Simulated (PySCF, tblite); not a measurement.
# C₅H₉BO₂: geometry, infrared bands and NMR shifts

Aim: predict the infrared bands and NMR shifts of C₅H₉BO₂ (`C=C[C@]1(C)COBO1`).

Programs: tblite 0.8.0 and PySCF 2.14.0, with density-fitted response routines of our own. Each step states its level of theory. These are calculated values for one molecule in the gas phase, unless marked as measured. Atoms are numbered from 0 throughout.

## 1. The starting structure

17 atoms, charge 0, multiplicity 1; geometry from: force field or distance geometry start.

Bonds of the start (Å): C0–C1 1.34, C1–C2 1.50, C2–C3 1.53, C2–C4 1.56, C4–O5 1.40, O5–B6 1.45, B6–O7 1.46, O7–C2 1.41, C0–H8 1.08, C0–H9 1.09, C1–H10 1.10, C3–H11 1.11, C3–H12 1.10, C3–H13 1.12, C4–H14 1.11, C4–H15 1.11, B6–H16 1.18.

## 2. Relaxing the molecule with GFN2-xTB

The job: settings as JSON, then the geometry in Å.

```
{"job": {"kind": "relax", "xc": "GFN2-xTB", "basis": "xTB"}, "charge": 0, "multiplicity": 1}
C      2.345000     0.183900     0.177100
C      1.288400    -0.637700     0.291000
C     -0.132200    -0.156200     0.208600
C     -1.100300    -1.301300     0.536800
C     -0.442400     0.417000    -1.203900
O     -0.593100     1.803900    -1.092400
B     -0.955100     1.913000     0.306300
O     -0.322500     0.892100     1.137600
H      3.352900    -0.201000     0.259400
H      2.186900     1.246100     0.001000
H      1.490500    -1.696100     0.485900
H     -2.157600    -0.961900     0.520200
H     -0.987300    -2.138000    -0.174000
H     -0.885800    -1.696200     1.563400
H     -1.377200     0.000400    -1.646200
H      0.376000     0.203000    -1.918400
H     -2.093000     2.140800     0.537800
```

Command:

```bash
$ OMP_NUM_THREADS=1 python probes_run.py task.json out
```

This one command runs all jobs of the session in turn.

**Question.** This job is followed by: GFN2-xTB harmonic vibrations, gas phase; GIAO PBE0/pcSseg-1 NMR shielding, non-relativistic, gas phase. What will the session give for the following? strongest single infrared mode (GFN2-xTB); zero-point energy (GFN2-xTB); 13C shifts against TMS (PBE0/pcSseg-1); 1H shifts against TMS (PBE0/pcSseg-1, means over atoms taken as alike); 17O shifts against H2O (PBE0/pcSseg-1); 11B shifts against BF3·OEt2 (PBE0/pcSseg-1); surface potential, 1st and 99th percentile.

As calculated:

| quantity | value |
| --- | --- |
| strongest single infrared mode (GFN2-xTB) | 1198 cm⁻¹, 363 km/mol |
| zero-point energy (GFN2-xTB) | 84.9 kcal/mol |
| 13C shifts against TMS (PBE0/pcSseg-1) | 151.2, 118.6, 84.9, 80.9, 31.4 ppm |
| 1H shifts against TMS (PBE0/pcSseg-1, means over atoms taken as alike) | 6.11, 5.89, 5.50, 4.20, 4.16, 3.98, 1.44 ppm |
| 17O shifts against H2O (PBE0/pcSseg-1) | 172.6, 142.7 ppm |
| 11B shifts against BF3·OEt2 (PBE0/pcSseg-1) | 26.8 ppm |
| surface potential, 1st and 99th percentile | -1.32 V and 1.09 V |

In words: The optimisation took 140 steps and gained 1.552 eV; among the close pairs (by a distance rule), B6–O7 changed most, from 1.461 to 1.353 Å. All 45 modes are real, so the xTB geometry is a minimum. The strongest single mode, at 1198 cm⁻¹, is carried by B6, O7, C2. GFN2-xTB is a fitted tight-binding method: band positions and strengths are rough. Its intensities can rank the bands wrongly. C1 (alkene CH) lies farthest downfield among carbon, at 151.2 ppm; the olefinic region. The most deshielded hydrogen is H10 (hydrogen on an alkene CH), at 6.11 ppm: olefinic region.
